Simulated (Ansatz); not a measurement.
# GaCuSe2: the cost of one run

Method: DFT HSE06, scalar-relativistic, plane waves, PAW, and further levels as typed in the inputs, in Ansatz 0.2.0.

## Step 1: The structure to begin with

The structure is tetragonal, space group I-42d (No. 122). The conventional cell has a = 5.648 Å, b = 5.648 Å, c = 11.112 Å, α = 90.00°, β = 90.00°, γ = 90.00°. Ga (site symmetry -4) has 4 Se at 2.46 Å as nearest neighbours. Cu (site symmetry -4) has 4 Se at 2.40 Å as nearest neighbours. Around Se (site symmetry 2) lie 2 Cu at 2.40 Å and 2 Ga at 2.46 Å.

Coordinates:

```
Ga Cu Se
1.0
    -2.82418    2.82418    5.55625
     2.82418   -2.82418    5.55625
     2.82418    2.82418   -5.55625
Ga Cu Se
2 2 4
Cartesian
  0.0000 0.0000 5.5562
  2.8242 0.0000 2.7781
  0.0000 0.0000 0.0000
  0.0000 2.8242 2.7781
  1.3629 1.4121 1.3891
  1.4121 4.2854 -1.3891
  1.4613 1.4121 6.9453
  1.4121 -1.4613 4.1672
```

## Step 2: Single point: GaCuSe2, no spin

The input, input.yaml:

```yaml
crystal:
  lattice:
    - [-2.824183, 2.824183, 5.556246]
    - [2.824183, -2.824183, 5.556246]
    - [2.824183, 2.824183, -5.556246]
  atoms:
    - { symbol: Ga, position: [0.5, 0.5, 0.0] }
    - { symbol: Ga, position: [0.25, 0.75, 0.5] }
    - { symbol: Cu, position: [0.0, 0.0, 0.0] }
    - { symbol: Cu, position: [0.75, 0.25, 0.5] }
    - { symbol: Se, position: [0.375, 0.3662949398, 0.4912949398] }
    - { symbol: Se, position: [0.6337050602, 0.125, 1.0087050602] }
    - { symbol: Se, position: [0.875, 0.8837050602, 0.5087050602] }
    - { symbol: Se, position: [0.1162949398, 0.625, -0.0087050602] }
scf:
  occupations: { method: fixed }
output:
  eigenvalues: true
  eigenstates:
    kpoints: [[0, 0, 0], [0, 0.5, 0], [0.5, 0.5, -0.5], [0, 0, 0.5]]
    top_band: c3
    e_range: [-2.0, 3.5]
  write_density: true
  write_potential: true
  elf: true
  volumetric_format: npy
hamiltonian:
  xc: hse06
kpoints:
  mp_grid: { grid: [4, 4, 4] }
```

Command:

```bash
> ansatz run input.yaml --threads 8 --pin off --max-ram 24576MiB --backend cpu --events-out ev --progress --plain --runs-dir out
```

**Question.** How long does this run take on 8 threads of Intel Xeon 6975P-C (Granite Rapids), shared host, and how much memory does it need?

About 55 s, with a peak of 4.7 GiB.
